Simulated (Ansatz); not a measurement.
# C2H5BrMg: basis-set convergence

How large a basis does C2H5BrMg need? Two functionals are run in growing sets.

Computed with Ansatz 0.2.0, Gaussian basis. Level: one geometry, several basis sets.

The runs, in order: PBE0-D4/def2-SVP; ωB97M-V/def2-SVP; PBE0-D4/def2-QZVPP; ωB97M-V/def2-QZVPP; the functionals' def2-TZVPP values are taken from earlier runs.

### Step 1. Structure used throughout

All runs share one geometry, relaxed beforehand with PBE0-D4 in a triple-zeta def2 set.

SMILES `C[CH2][Mg][Br]`, 9 atoms, charge 0, spin multiplicity 1.

Atoms are counted from 1 here; the program's logs count them from 0.

Bond lengths: C1–C2 1.530 Å, C1–H5 1.094 Å, C1–H6 1.096 Å, C1–H7 1.094 Å, C2–Mg3 2.086 Å, C2–H8 1.097 Å, C2–H9 1.097 Å, Mg3–Br4 2.348 Å. Angles: C2–C1–H5 112.1°, C2–C1–H6 112.1°, C2–C1–H7 112.1°, H5–C1–H6 106.7°, H5–C1–H7 106.7°, H6–C1–H7 106.7°, C1–C2–Mg3 116.2°, C1–C2–H8 109.9°, C1–C2–H9 109.9°, Mg3–C2–H8 107.5°, Mg3–C2–H9 107.6°, H8–C2–H9 105.1°, C2–Mg3–Br4 179.8°.

### Step 2. PBE0-D4 in def2-SVP

File in.yaml:

```yaml
crystal:
  periodic: [false, false, false]
  atoms:
    - {symbol: C, position_ang: [-0.502630, 0.995680, 0.503842]}
    - {symbol: C, position_ang: [0.356636, -0.269909, 0.508347]}
    - {symbol: Mg, position_ang: [0.470746, -1.312191, -1.294770]}
    - {symbol: Br, position_ang: [0.594612, -2.478252, -3.329320]}
    - {symbol: H, position_ang: [-1.544648, 0.784988, 0.245729]}
    - {symbol: H, position_ang: [-0.514864, 1.490344, 1.482120]}
    - {symbol: H, position_ang: [-0.142775, 1.735476, -0.217306]}
    - {symbol: H, position_ang: [1.381231, -0.024823, 0.813233]}
    - {symbol: H, position_ang: [-0.009807, -0.967612, 1.271026]}
basis:
  gaussian: {orbitals: def2-SVP}
hamiltonian: {xc: pbe0, dispersion: d4}
output: {orbitals: {seedname: orbitals}}
```

Command:

```
$ ansatz run in.yaml --threads 4 --pin off --events-out ev --progress --plain --max-ram 10444MiB
```

Further steps of the session: ωB97M-V in def2-SVP; PBE0-D4 in def2-QZVPP; ωB97M-V in def2-QZVPP.

Before running them: what should the planned runs give, taken together? Wanted: PBE0-D4: double and triple zeta above quadruple; ωB97M-V: double and triple zeta above quadruple.

The runs gave:

| quantity | value |
| --- | --- |
| PBE0-D4: double and triple zeta above quadruple | 14.58, 1.81 eV |
| ωB97M-V: double and triple zeta above quadruple | 14.60, 1.74 eV |

PBE0-D4 gains 12.78 eV from double to triple zeta, then 1.81 eV more. Total energies overstate the basis error of differences, where much of it tends to cancel.
